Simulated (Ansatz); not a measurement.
# C4H12GaGeN: the cost of one run

The runs use Ansatz 0.2.0, Gaussian basis; one geometry, several basis sets.

The runs, in order: PBE0-D4/def2-SVP; ωB97M-V/def2-SVP; PBE0-D4/def2-QZVPP; ωB97M-V/def2-QZVPP; the functionals' def2-TZVPP values are taken from earlier runs.

## (1) The relaxed structure

All runs share one geometry, relaxed beforehand with PBE0-D4 in a triple-zeta def2 set.

19 atoms, charge 0, spin multiplicity 1.

Atoms are counted from 1 here; the program's logs count them from 0.

Bond lengths: C1–C2 1.505 Å, C1–H8 1.092 Å, C1–H9 1.095 Å, C1–H10 1.095 Å, C2–Ge3 1.997 Å, C2–N4 1.246 Å, Ge3–H11 1.533 Å, Ge3–H12 1.543 Å, Ge3–H13 1.543 Å, N4–Ga5 1.826 Å, Ga5–C6 1.964 Å, Ga5–C7 1.964 Å, C6–H14 1.093 Å, C6–H15 1.090 Å, C6–H16 1.093 Å, C7–H17 1.093 Å, C7–H18 1.090 Å, C7–H19 1.093 Å. Angles: C2–C1–H8 110.6°, C2–C1–H9 110.3°, C2–C1–H10 110.3°, H8–C1–H9 109.4°, H8–C1–H10 109.4°, H9–C1–H10 106.7°, C1–C2–Ge3 116.3°, C1–C2–N4 125.2°, Ge3–C2–N4 118.4°, C2–Ge3–H11 108.6°, C2–Ge3–H12 110.6°, C2–Ge3–H13 110.7°, H11–Ge3–H12 109.9°, H11–Ge3–H13 109.9°, H12–Ge3–H13 107.3°, C2–N4–Ga5 155.5°, N4–Ga5–C6 115.7°, N4–Ga5–C7 115.7° and more.

## (2) PBE0-D4 in def2-SVP

Contents of in.yaml:

```yaml
crystal:
  periodic: [false, false, false]
  atoms:
    - {symbol: C, position_ang: [1.757414, -1.489140, -0.739105]}
    - {symbol: C, position_ang: [1.082501, -0.155189, -0.913773]}
    - {symbol: Ge, position_ang: [1.829668, 1.035959, -2.332136]}
    - {symbol: N, position_ang: [0.109487, 0.250540, -0.250033]}
    - {symbol: Ga, position_ang: [-1.192109, 0.143325, 1.026645]}
    - {symbol: C, position_ang: [-0.736861, 0.912914, 2.774876]}
    - {symbol: C, position_ang: [-2.937485, -0.511739, 0.409738]}
    - {symbol: H, position_ang: [1.274617, -2.063165, 0.055107]}
    - {symbol: H, position_ang: [2.815662, -1.350619, -0.495562]}
    - {symbol: H, position_ang: [1.720635, -2.058975, -1.673116]}
    - {symbol: H, position_ang: [1.029626, 2.344089, -2.342585]}
    - {symbol: H, position_ang: [1.739319, 0.355501, -3.713910]}
    - {symbol: H, position_ang: [3.319633, 1.334316, -2.064233]}
    - {symbol: H, position_ang: [-0.827099, 0.156278, 3.558424]}
    - {symbol: H, position_ang: [0.283693, 1.296814, 2.779854]}
    - {symbol: H, position_ang: [-1.419194, 1.727269, 3.029741]}
    - {symbol: H, position_ang: [-3.221572, -1.411933, 0.960762]}
    - {symbol: H, position_ang: [-2.911696, -0.750864, -0.653803]}
    - {symbol: H, position_ang: [-3.716248, 0.234610, 0.583128]}
basis:
  gaussian: {orbitals: def2-SVP}
hamiltonian: {xc: pbe0, dispersion: d4}
output: {orbitals: {seedname: orbitals}}
```

Command:

```console
> ansatz run in.yaml --threads 4 --pin off --events-out ev --progress --plain --max-ram 66560MiB --backend cpu
```

Q: Estimate wall time and peak memory on 4 threads of AMD EPYC 7R13, shared host.

About 8 s, with a peak of 0.72 GiB.
